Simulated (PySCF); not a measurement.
# C6H6FN: the cost of one run

Computed with PySCF 2.14.0, with density-fitted response routines of our own, on a single molecule in the gas phase. Atoms count from 0, in the outputs and in this text.

## 1. Starting geometry

14 atoms, charge 0, multiplicity 1; geometry from: GFN2-xTB.

Bonds of the start (Å): N0–C1 1.37, C1–C2 1.40, C2–C3 1.38, C3–C4 1.38, C4–C5 1.39, C5–C6 1.38, C6–F7 1.36, C6–C1 1.40, N0–H8 1.01, N0–H9 1.01, C2–H10 1.08, C3–H11 1.08, C4–H12 1.08, C5–H13 1.08.

## 2. Relaxing the molecule at PBE0-D3(BJ)/def2-SVP

Job settings and geometry (Å):

```
{"job": {"xc": "PBE0", "basis": "def2-SVP", "d3": "d3bj", "grid": 2, "kind": "geom"}, "charge": 0, "multiplicity": 1}
N     -2.104300    -0.651330     0.170880
C     -0.743480    -0.458400     0.196310
C      0.136080    -1.430920     0.672990
C      1.503500    -1.240180     0.616840
C      2.034970    -0.076170     0.088300
C      1.184820     0.909520    -0.386970
C     -0.175130     0.706030    -0.328320
F     -1.014450     1.677520    -0.784130
H     -2.669580     0.172160     0.040450
H     -2.478840    -1.341060     0.799970
H     -0.271600    -2.341500     1.087120
H      2.160160    -2.010370     0.992050
H      3.102490     0.068900     0.047320
H      1.562170     1.831930    -0.799190
```

Q: Estimate the wall time of this first job on 8 threads of Intel Xeon 6975P-C (Granite Rapids), shared host.

About 39 s.
